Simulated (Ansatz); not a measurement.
# C2H5ClSi: the cost of one run

All numbers are computed with the Python package of Ansatz 0.2.0. Level of theory: B3LYP+D4/def2-SVP.

## (1) The system

Bond lengths: C1–C2 1.304 Å, C2–Si3 1.842 Å, Si3–Cl4 2.110 Å, C1–H5 1.137 Å, C1–H6 1.107 Å, C2–H7 1.108 Å, Si3–H8 1.459 Å, Si3–H9 1.418 Å. Angles: C1–C2–Si3 127.1°, C1–C2–H7 117.7°, Si3–C2–H7 115.1°, C2–C1–H5 122.8°, C2–C1–H6 123.7°, H5–C1–H6 113.0°, C2–Si3–Cl4 100.0°, C2–Si3–H8 109.6°, C2–Si3–H9 112.8°, Cl4–Si3–H8 107.8°, Cl4–Si3–H9 110.9°, H8–Si3–H9 114.7°.

c2h5clsi.xyz, read by the script:

```xyz
9

C     0.47450    1.30940   -0.69500
C     0.40190    0.44450    0.27870
Si   -0.67740   -1.04570    0.36280
Cl    0.77620   -2.56180    0.16560
H    -0.20860    1.27340   -1.60260
H     1.09990    2.22160   -0.66030
H     1.09500    0.57150    1.13390
H    -1.25640   -1.15520    1.69750
H    -1.61670   -1.10390   -0.69770
```

## (2) The script

run_freq.py

```python
'''Harmonic frequencies of C2H5ClSi at its relaxed geometry.'''

import itertools

import ansatz as az
from ase.data import atomic_numbers, covalent_radii
import numpy as np

molecule = az.Crystal.molecule_from_extxyz('c2h5clsi.xyz')

base = molecule.calculation()
base = base.basis(gaussian='def2-SVP')
base = base.functional('B3LYP', dispersion='d4')
symbols = [site.symbol for site in molecule.cartesian_sites]
start = np.array([site.position_ang for site in molecule.cartesian_sites], dtype=float)
data = base.relax(force_tolerance=0.003).run(threads=1, pin='off').report
end = np.array(data['positions_ang'])

# pairs closer than 1.2 times the sum of covalent radii, before or after
radius = [covalent_radii[atomic_numbers[s]] for s in symbols]
span = lambda where, i, j: np.linalg.norm(where[i] - where[j])
bonded = [(i, j) for i, j in itertools.combinations(range(len(symbols)), 2) if min(span(start, i, j), span(end, i, j)) < 1.2 * (radius[i] + radius[j])]
print('pair        before    after (A)')
for i, j in bonded:
    print(f'{symbols[i]}{i}-{symbols[j]}{j}'.ljust(10), f'{span(start, i, j):8.4f} {span(end, i, j):8.4f}')

# same settings at the minimum
minimum = az.Crystal.molecule()
for symbol, place in zip(symbols, end):
    minimum = minimum.atom(symbol, place.tolist())
vibrating = (
    minimum.calculation()
    .basis(gaussian='def2-SVP')
    .functional('B3LYP', dispersion='d4')
    .phonons(temperatures=(100, 500, 100))
)
vib = vibrating.run(threads=1, pin='off').report['vibrations']
sums = vib['harmonic_sums']
modes = [m['omega_inv_cm'] for m in sums['modes_at_gamma'] if m['rigid_motion'] == 'no']
for number, w in enumerate(modes, start=1):
    print(f'mode {number:2d} {w:9.1f} 1/cm {w / 8065.544 * 1000:8.2f} meV')
print('imaginary modes:', sum(w < 0 for w in modes), ' zero-point energy:', round(sums['zero_point_energy_ev'], 4), 'eV')
print('T (K)   F_vib (eV)   S_vib (meV/K)   C_vib (meV/K)')
for row in zip(sums['temperatures_k'], sums['vibrational_free_energy_ev'], vib['entropy_ev_per_k'], vib['heat_capacity_ev_per_k']):
    print(f'{row[0]:6.1f} {row[1]:11.4f} {1000 * row[2]:13.4f} {1000 * row[3]:15.4f}')

# all hydrogen replaced by deuterium
heavier = vibrating.phonons(masses={'H': 2.014102}).run(threads=1, pin='off').report['vibrations']['harmonic_sums']
print('deuterated (1/cm):', ' '.join(f'{m["omega_inv_cm"]:.0f}' for m in heavier['modes_at_gamma'] if m['rigid_motion'] == 'no'))
print('zero-point energy falls by', round(sums['zero_point_energy_ev'] - heavier['zero_point_energy_ev'], 4), 'eV')
```

## (3) The input behind the calls

The engine receives this input (first run):

```yaml
crystal:
  periodic: [false, false, false]
  atoms:
    - { symbol: C, position_ang: [0.4745, 1.3094, -0.695] }
    - { symbol: C, position_ang: [0.4019, 0.4445, 0.2787] }
    - { symbol: Si, position_ang: [-0.6774, -1.0457, 0.3628] }
    - { symbol: Cl, position_ang: [0.7762, -2.5618, 0.1656] }
    - { symbol: H, position_ang: [-0.2086, 1.2734, -1.6026] }
    - { symbol: H, position_ang: [1.0999, 2.2216, -0.6603] }
    - { symbol: H, position_ang: [1.095, 0.5715, 1.1339] }
    - { symbol: H, position_ang: [-1.2564, -1.1552, 1.6975] }
    - { symbol: H, position_ang: [-1.6167, -1.1039, -0.6977] }
basis:
  gaussian:
    orbitals: def2-SVP
hamiltonian:
  xc: b3lyp
  dispersion: d4
relax:
  f_tol: 0.003
```

## (4) Running it

Run with:

```bash
python run_freq.py
```

What time and memory should one allow on 1 thread of Arm Neoverse V1, shared host?

About 5.1 min, with a peak of 0.26 GiB.
